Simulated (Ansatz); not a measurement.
# F− with N₂: superposition error and deformation, part 2 of 2

Ansatz 0.2.0, Gaussian basis. The steps go on from the part before.

## Step 13: wB97M-V/def2-TZVPPD

The input, free-b/in.yaml:

```yaml
crystal:
  periodic: [false, false, false]
  atoms:
    - {symbol: N, position_ang: [0.094260, 0.513682, 0.667917]}
    - {symbol: N, position_ang: [-0.079716, -0.434614, 1.175301]}
basis:
  gaussian: {orbitals: "def2-TZVPPD.json"}
hamiltonian: {xc: {name: wB97M-V}}
```

Run with:

```
ansatz run in.yaml --threads 2 --pin off --events-out ev --progress --plain --max-ram 5222MiB
```

The log of the run, shortened:

```text
Functional definition: wB97M-V
  name "wB97M-V"
  cite "Mardirossian & Head-Gordon, J. Chem. Phys. 144, 214110 (2016) doi:10.1063/1.4952647"
  cite "Becke, J. Chem. Phys. 107, 8554 (1997) doi:10.1063/1.475007"
  cite "Vydrov & Van Voorhis, J. Chem. Phys. 133, 244103 (2010) doi:10.1063/1.3521275"
  # Of w^i u^j: cxij and so on, Table III.
[...]
  gx(w, u) = 1 - cx + cx01*u + cx10*w
  gss(w, u) = css00 + css04*u^4 + css10*w + css20*w^2 + css43*w^4*u^3
  gos(w, u) = cos00 + cos10*w + (cos20 + cos21*u)*w^2 + (cos60 + cos61*u)*w^6
[...]
      + integral(e_c_pw_mod_opposite_spin*gos(b97_w_opposite, b97_u_opposite)) + vv10(b, c)
358 factors; their error is unknown
78 factors; integrals over basis functions are off by at most 8.6e-5 eV
[...]
mean field -2981.07707272 eV, -109.5525617759 hartree, gradient 1.6e-5 eV, S^2 0.000000; 0 other end points of the search recorded, 0 dependent functions left out
reference -2981.07710143 eV, -109.5525628310 hartree; 7, 7 occupied and 67, 67 virtual orbitals, 358 factors
Total energy: -2981.07710143 eV, -109.5525628310 hartree
```

Wall time 0.85 s (2 threads, shared host).

## Step 14: B2PLYP/def2-TZVPPD

Edit free-b/in.yaml of step 13 so:

```diff
@@ -7,2 +7,2 @@
   gaussian: {orbitals: "def2-TZVPPD.json"}
-hamiltonian: {xc: {name: wB97M-V}}
+hamiltonian: {xc: {name: B2PLYP}}
```

Run with:

```
ansatz run in.yaml --threads 2 --pin off --events-out ev --progress --plain --max-ram 5222MiB
```

The log of the run, shortened:

```text
[... 5 set-up lines as earlier in the session ...]
[...]
478 factors; integrals over basis functions are off by at most 8.4e-4 eV
[...]
mean field -2976.36306241 eV, -109.3793250922 hartree, gradient 1.9e-6 eV, S^2 0.000000; 0 other end points of the search recorded, 0 dependent functions left out
2 core orbitals not correlated: weight in the atoms' cores, before any rotation towards them, 1.000 or more for the frozen orbitals, at most 0.000 for the correlated occupied ones
reference -2976.36315170 eV, -109.3793283735 hartree; 5, 5 occupied and 67, 67 virtual orbitals, 478 factors
second order -12.53920549 eV of doubles, -0.00000000 eV of singles
Total energy: -2979.74873718 eV, -109.5037463452 hartree
```

It took 0.5 s on 2 threads, shared host.

## Step 15: BLYP-D4/def2-TZVPPD

Edit free-b/in.yaml of step 14 so:

```diff
@@ -7,2 +7,2 @@
   gaussian: {orbitals: "def2-TZVPPD.json"}
-hamiltonian: {xc: {name: B2PLYP}}
+hamiltonian: {xc: {name: BLYP}, dispersion: d4}
```

Run with:

```
ansatz run in.yaml --threads 2 --pin off --events-out ev --progress --plain --max-ram 5222MiB
```

The log of the run, shortened:

```text
Functional definition: BLYP
  name "BLYP"
[... 2 set-up lines as earlier in the session ...]
  parameter beta = 0.0042
  parameter a = 0.04918
  parameter b = 0.132
  parameter c = 0.2533
  parameter d = 0.349
  exchange = b88_x(beta = beta)
  correlation = lyp_c(a = a, b = b, c = c, d = d)
358 factors; their error is unknown
mean field evaluation 1: about -2979.2205 eV, gradient 3.3e1 eV
mean field evaluation 2: about -2979.1206 eV, gradient 3.3e1 eV
mean field evaluation 4: about -2981.3219 eV, gradient 8.8e-2 eV
mean field evaluation 8: about -2981.3182 eV, gradient 9.0e-4 eV
mean field -2981.31815584 eV, -109.5614214171 hartree, gradient 2.8e-5 eV, S^2 0.000000; 0 other end points of the search recorded, 0 dependent functions left out
reference -2981.31834831 eV, -109.5614284903 hartree; 7, 7 occupied and 67, 67 virtual orbitals, 358 factors
Total energy: -2981.34192987 eV, -109.5622950965 hartree
```

Wall time 0.3 s (2 threads, shared host).

## Step 16: revPBE-D4/def2-TZVPPD

Edit free-b/in.yaml of step 15 so:

```diff
@@ -7,2 +7,2 @@
   gaussian: {orbitals: "def2-TZVPPD.json"}
-hamiltonian: {xc: {name: BLYP}, dispersion: d4}
+hamiltonian: {xc: {name: revPBE}, dispersion: d4}
```

Run with:

```
ansatz run in.yaml --threads 2 --pin off --events-out ev --progress --plain --max-ram 5222MiB
```

The log of the run, shortened:

```text
Functional definition: revPBE
  name "revPBE"
  cite "Zhang & Yang, Phys. Rev. Lett. 80, 890 (1998) doi:10.1103/PhysRevLett.80.890"
[... 1 set-up line as earlier in the session ...]
  parameter kappa = 1.245
[... 3 set-up lines as earlier in the session ...]
358 factors; their error is unknown
mean field evaluation 1: about -2979.1510 eV, gradient 3.1e1 eV
mean field evaluation 2: about -2979.3292 eV, gradient 2.8e1 eV
mean field evaluation 4: about -2980.9645 eV, gradient 5.4e-2 eV
mean field evaluation 8: about -2980.9605 eV, gradient 7.9e-4 eV
mean field -2980.96048830 eV, -109.5482773774 hartree, gradient 2.1e-5 eV, S^2 0.000000; 0 other end points of the search recorded, 0 dependent functions left out
reference -2980.96051846 eV, -109.5482784859 hartree; 7, 7 occupied and 67, 67 virtual orbitals, 358 factors
Total energy: -2981.00141618 eV, -109.5497814492 hartree
```

It took 0.25 s on 2 threads, shared host.

## Step 17: B97M-V/def2-TZVPPD

Edit free-b/in.yaml of step 16 so:

```diff
@@ -7,2 +7,2 @@
   gaussian: {orbitals: "def2-TZVPPD.json"}
-hamiltonian: {xc: {name: revPBE}, dispersion: d4}
+hamiltonian: {xc: {name: B97M-V}}
```

Run with:

```
ansatz run in.yaml --threads 2 --pin off --events-out ev --progress --plain --max-ram 5222MiB
```

The log of the run, shortened:

```text
[... 5 set-up lines as earlier in the session ...]
  # Of w^i u^j: cxij and so on, Table III.
[...]
  gx(w, u) = cx00 + cx01*u + cx02*u^2 + (cx10 + cx11*u)*w
  gss(w, u) = css00 + css02*u^2 + css10*w + (css32*w^3 + css42*w^4)*u^2
  gos(w, u) = cos00 + cos01*u + cos03*u^3 + cos10*w + cos32*w^3*u^2
[...]
      + integral(e_c_pw_mod_opposite_spin*gos(b97_w_opposite, b97_u_opposite)) + vv10(b, c)
358 factors; their error is unknown
[...]
mean field -2981.12767039 eV, -109.5544212059 hartree, gradient 1.1e-6 eV, S^2 0.000000; 0 other end points of the search recorded, 0 dependent functions left out
reference -2981.12770521 eV, -109.5544224856 hartree; 7, 7 occupied and 67, 67 virtual orbitals, 358 factors
Total energy: -2981.12770521 eV, -109.5544224856 hartree
```

Wall time 0.8 s (2 threads, shared host).

## Step 18: HSE06-D4/def2-TZVPPD

Edit free-b/in.yaml of step 17 so:

```diff
@@ -7,2 +7,2 @@
   gaussian: {orbitals: "def2-TZVPPD.json"}
-hamiltonian: {xc: {name: B97M-V}}
+hamiltonian: {xc: hse06, dispersion: d4}
```

Run with:

```
ansatz run in.yaml --threads 2 --pin off --events-out ev --progress --plain --max-ram 5222MiB
```

The log of the run, shortened:

```text
Functional definition: HSE06
  name "HSE06"
  cite "Heyd, Scuseria & Ernzerhof, J. Chem. Phys. 118, 8207 (2003) doi:10.1063/1.1564060"
  cite "Krukau, Vydrov, Izmaylov & Scuseria, J. Chem. Phys. 125, 224106 (2006) doi:10.1063/1.2404663"
  cite "Heyd & Scuseria, J. Chem. Phys. 120, 7274 (2004) doi:10.1063/1.1668634"
  cite "Ernzerhof & Perdew, J. Chem. Phys. 109, 3313 (1998) doi:10.1063/1.476928"
[... 2 set-up lines as earlier in the session ...]
[...]
  # The whole range is PBE's own exchange, as in plane waves. The composition of these papers is wPBEh.
[...]
358 factors; their error is unknown
27 factors; integrals over basis functions are off by at most 4.5e-5 eV
[...]
mean field -2978.05887161 eV, -109.4416449309 hartree, gradient 4.0e-6 eV, S^2 0.000000; 0 other end points of the search recorded, 0 dependent functions left out
reference -2978.05889206 eV, -109.4416456823 hartree; 7, 7 occupied and 67, 67 virtual orbitals, 358 factors
Total energy: -2978.06616950 eV, -109.4419131233 hartree
```

It took 0.4 s on 2 threads, shared host.

## Step 19: CCSD(T)/def2-TZVPPD

Edit free-b/in.yaml of step 18 so:

```diff
@@ -7,2 +7,2 @@
   gaussian: {orbitals: "def2-TZVPPD.json"}
-hamiltonian: {xc: hse06, dispersion: d4}
+correlation: {method: ccsd_t}
```

Run with:

```
ansatz run in.yaml --threads 2 --pin off --events-out ev --progress --plain --max-ram 5222MiB
```

The log of the run, shortened:

```text
[... 4 set-up lines as earlier in the session ...]
[...]
478 factors; integrals over basis functions are off by at most 8.4e-4 eV
[...]
mean field -2965.76590423 eV, -108.9898867121 hartree, gradient 7.0e-7 eV, S^2 0.000000; 0 other end points of the search recorded, 0 dependent functions left out
2 core orbitals not correlated: weight in the atoms' cores, before any rotation towards them, 1.000 or more for the frozen orbitals, at most 0.000 for the correlated occupied ones
reference -2965.76590423 eV, -108.9898867121 hartree; 5, 5 occupied and 67, 67 virtual orbitals, 478 factors
second order -10.10512573 eV of doubles, -0.00000000 eV of singles
cycle   1  -9.66229091 eV  change    4.4e-1 eV  update   8.1e-2
[...]
cycle   8  -10.08122366 eV  change   -7.0e-6 eV  update   6.6e-6
perturbative correction -0.49661471 eV, -0.0182502539 hartree
Total energy: -2976.34374259 eV, -109.3786151021 hartree
```

It took 0.55 s on 2 threads, shared host.

## Step 20: The split

```
      method  interaction with counterpoise (kcal/mol)  without  superposition error  deformation  binding energy
      PBE-D4                                     -5.38    -5.45                 0.07        -0.11           -5.49
   revPBE-D4                                     -4.55    -4.64                 0.09        -0.13           -4.69
     BLYP-D4                                     -4.69    -4.77                 0.07        -0.11           -4.80
   r2SCAN-D4                                     -5.36    -5.40                 0.04        -0.02           -5.38
      B97M-V                                     -4.82    -4.87                 0.05         0.01           -4.81
     PBE0-D4                                     -4.16    -4.20                 0.03         0.01           -4.15
    B3LYP-D4                                     -4.06    -4.09                 0.04         0.00           -4.06
    HSE06-D4                                     -4.21    -4.24                 0.03         0.01           -4.20
     wB97X-V                                     -3.57    -3.60                 0.03         0.00           -3.57
     wB97M-V                                     -3.59    -3.63                 0.04         0.01           -3.58
      B2PLYP                                     -3.09    -3.22                 0.13        -0.07           -3.16
Hartree-Fock                                     -1.56    -1.58                 0.02         0.26           -1.30
         MP2                                     -2.69    -3.04                 0.36        -0.18           -2.87
        CCSD                                     -2.64    -2.96                 0.32        -0.05           -2.69
     CCSD(T)                                     -2.91    -3.26                 0.36        -0.11           -3.02
```

## Step 21: Summary of results

What follows sums up all 2 parts.

```
            quantity           value
interaction, CCSD(T)  -2.91 kcal/mol
 superposition error   0.36 kcal/mol
         deformation  -0.11 kcal/mol
      binding energy  -3.02 kcal/mol
```

What this shows: In this basis the superposition error is 0.36 kcal/mol for CCSD(T) and 0.05 kcal/mol on average for the plain functionals: correlated methods borrow far more, since they need many more functions to converge. The free shapes are PBE0-D4 minima, so other methods can show a small negative deformation energy.
